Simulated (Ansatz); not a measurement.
# C₄H₈BN: a ladder of functionals and wavefunction methods

An exercise on one series of results from a longer session: the logs are not shown, and one member is left open.

Computed with Ansatz 0.2.0, Gaussian basis. Level: functionals in def2-TZVPP, the program's frozen cores in correlated methods.

Levels to be run: PBE-D4, r2SCAN-D4, PBE0-D4, B3LYP-D4, ωB97X-V, ωB97M-V, B2PLYP; CCSD(T)/def2-TZVPP; MP2/def2-QZVPP; extrapolation to the limit.

**The geometry**

An earlier PBE0-D4 in a triple-zeta def2 set relaxation fixed the geometry.

SMILES `BCC1CC=N1`, 14 atoms, charge 0, spin multiplicity 1.

Atoms are counted from 1 here; the program's logs count them from 0.

Bond lengths: B1–C2 1.554 Å, B1–H7 1.198 Å, B1–H8 1.197 Å, C2–C3 1.509 Å, C2–H9 1.107 Å, C2–H10 1.096 Å, C3–C4 1.553 Å, C3–N6 1.492 Å, C3–H11 1.094 Å, C4–C5 1.495 Å, C4–H12 1.093 Å, C4–H13 1.093 Å, C5–N6 1.279 Å, C5–H14 1.090 Å. Angles: C2–B1–H7 120.6°, C2–B1–H8 120.4°, H7–B1–H8 118.8°, B1–C2–C3 115.7°, B1–C2–H9 102.8°, B1–C2–H10 112.4°, C3–C2–H9 109.4°, C3–C2–H10 110.9°, H9–C2–H10 104.7°, C2–C3–C4 119.1°, C2–C3–N6 112.7°, C2–C3–H11 110.6°, C4–C3–N6 88.6°, C4–C3–H11 113.6°, N6–C3–H11 110.2°, C3–C4–C5 80.8°, C3–C4–H12 116.9°, C3–C4–H13 115.2° and more.

The first run:

File in.yaml:

```yaml
crystal:
  periodic: [false, false, false]
  atoms:
    - {symbol: B, position_ang: [-1.901945, 0.340685, 1.294566]}
    - {symbol: C, position_ang: [-0.375418, 0.354575, 1.002018]}
    - {symbol: C, position_ang: [0.076291, -0.496839, -0.159138]}
    - {symbol: C, position_ang: [1.535877, -0.362833, -0.671604]}
    - {symbol: C, position_ang: [0.811940, 0.121065, -1.886251]}
    - {symbol: N, position_ang: [-0.395277, 0.025417, -1.474966]}
    - {symbol: H, position_ang: [-2.579414, -0.587951, 0.958219]}
    - {symbol: H, position_ang: [-2.405854, 1.221453, 1.930381]}
    - {symbol: H, position_ang: [0.056954, -0.044311, 1.939253]}
    - {symbol: H, position_ang: [0.025049, 1.371623, 0.921030]}
    - {symbol: H, position_ang: [-0.248314, -1.533215, -0.024899]}
    - {symbol: H, position_ang: [2.109709, -1.286686, -0.778200]}
    - {symbol: H, position_ang: [2.145640, 0.380716, -0.152560]}
    - {symbol: H, position_ang: [1.131963, 0.467102, -2.869048]}
basis:
  gaussian: {orbitals: def2-TZVPP}
hamiltonian: {xc: pbe, dispersion: d4}
output: {forces: true, orbitals: {seedname: orbitals}}
```

Launch:

```bash
$ ansatz run in.yaml --threads 4 --pin off --events-out ev --progress --plain --max-ram 10444MiB
```

Among the steps run: PBE-D4 (GGA); r2SCAN-D4 (meta-GGA); PBE0-D4 (hybrid); B3LYP-D4 (hybrid); ωB97X-V (range-separated); ωB97M-V (range-separated); B2PLYP (double hybrid); CCSD(T) in def2-TZVPP; MP2 in def2-QZVPP.

One of the session's tables, all rows but one given; the rest of the session is left out.

| method | atoms, summed (eV) | atomisation energy (kJ/mol) |
| --- | --- | --- |
| PBE-D4 | -6376.254 | 5796.1 |
| r2SCAN-D4 | -6382.400 | 5646.0 |
| PBE0-D4 | -6378.128 | 5696.1 |
| B3LYP-D4 | -6387.139 | 5645.8 |
| ωB97X-V | -6384.618 | 5652.4 |
| ωB97M-V | -6383.265 | 5658.9 |
| B2PLYP | -6381.119 | 5584.6 |
| HF/def2-TZVPP | -6359.395 | 4118.8 |
| MP2/def2-TZVPP | -6370.356 | 5578.7 |
| CCSD/def2-TZVPP | -6373.580 | 5391.4 |
| CCSD(T)/def2-TZVPP | ? | ? |
| MP2/CBS | -6372.213 | 5711.1 |
| CCSD(T)/CBS | -6375.755 | 5611.7 |

Q: Estimate the row for CCSD(T)/def2-TZVPP from the others.

As computed: atoms, summed (eV): -6373.898; atomisation energy (kJ/mol): 5479.3. In the column «atoms, summed (eV)» it lies between CCSD(T)/CBS (-6375.755) and CCSD/def2-TZVPP (-6373.580).
